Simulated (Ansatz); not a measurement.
**Zr3Ag: energy and pressure over a range of volumes**

One table from this session's results is given with a row withheld; the runs are named, their logs left out.

Method: DFT LDA, scalar-relativistic, in Ansatz 0.2.0.

## The starting structure

It takes space group P4/mmm (No. 123, tetragonal). The conventional cell has a = 4.566 Å, b = 4.566 Å, c = 3.986 Å, α = 90.00°, β = 90.00°, γ = 90.00°. Zr (site symmetry 4/mmm) is surrounded by 8 Zr at 3.03 Å and 4 Ag at 3.23 Å. Zr (site symmetry mmm) is surrounded by 8 Zr at 3.03 to 3.23 Å and 4 Ag at 3.03 Å. Ag (site symmetry 4/mmm) is surrounded by 12 Zr at 3.03 to 3.23 Å.

Structure file:

```
Zr Ag
1.0
     4.56600    0.00000    0.00000
     0.00000    4.56600    0.00000
     0.00000    0.00000    3.98600
Zr Ag
3 1
Direct
  0.50000 0.50000 0.00000
  0.00000 0.50000 0.50000
  0.50000 0.00000 0.50000
  0.00000 0.00000 0.00000
```

Atoms are numbered in the order of the input: Zr1, Zr2, Zr3, Ag4.

Set-up of the first run:

Contents of input.yaml:

```yaml
crystal:
  lattice:
    - [4.5042897326, 0.0, 0.0]
    - [0.0, 4.5042897326, 0.0]
    - [0.0, 0.0, 3.9321285313]
  atoms:
    - { symbol: Zr, position: [0.5, 0.5, 0.0] }
    - { symbol: Zr, position: [0.0, 0.5, 0.5] }
    - { symbol: Zr, position: [0.5, 0.0, 0.5] }
    - { symbol: Ag, position: [0.0, 0.0, 0.0] }
kpoints:
  mp_grid: { grid: [7, 7, 8] }
  band_path:
    path:
      - [0.0, 0.0, 0.0]
      - [0.0, 0.5, 0.0]
      - [0.5, 0.5, 0.0]
      - [0.0, 0.0, 0.0]
      - [0.0, 0.0, 0.5]
      - [0.0, 0.5, 0.5]
      - [0.5, 0.5, 0.5]
      - [0.0, 0.0, 0.5]
      - [0.0, 0.5, 0.0]
    npoints: 5
scf:
  occupations: { method: fermi_dirac, width: 0.05 }
hamiltonian:
  xc: lda
  pseudopotentials: { kind: all_electron, lapw: { basis_error: 0.001 } }
output:
  forces: true
  stress: true
  eigenvalues: true
```

Started as:

```
> ansatz run input.yaml --threads 1 --pin off --max-ram 4096MiB --backend cpu --events-out ev --progress --plain --runs-dir out
```

Among the steps run: Volume × 0.96, LAPW; Volume × 0.96, PAW; Volume × 0.96, crystal datasets; Volume × 0.99, LAPW; Volume × 0.99, PAW; Volume × 0.99, crystal datasets; Volume × 1.02, LAPW; Volume × 1.02, PAW; Volume × 1.02, crystal datasets; Volume × 1.06, LAPW; Volume × 1.06, PAW; Volume × 1.06, crystal datasets.

One table of the session follows, with a row left open; its other results are not shown here.

It belongs to the step «The equation of state». 

| method | volume (Å³/atom) | pressure (GPa) |
| --- | --- | --- |
| LAPW | 19.944 | -0.76 |
| LAPW | 20.568 | -3.99 |
| LAPW | 21.191 | -6.75 |
| LAPW | 22.022 | -9.81 |
| PAW | 19.944 | ? |
| PAW | 20.568 | -4.00 |
| PAW | 21.191 | -6.76 |
| PAW | 22.022 | -9.82 |
| crystal datasets | 19.944 | -0.76 |
| crystal datasets | 20.568 | -3.99 |
| crystal datasets | 21.191 | -6.75 |
| crystal datasets | 22.022 | -9.81 |

Q: Estimate the row for PAW, 19.944 from the others.

The run gave: pressure (GPa): -0.78. In the column «pressure (GPa)» it lies between crystal datasets, 20.568 (-3.99) and LAPW, 19.944 (-0.76).

Limits of these values: Warnings in the runs' records: gradients without spin orbit, crystal datasets made.
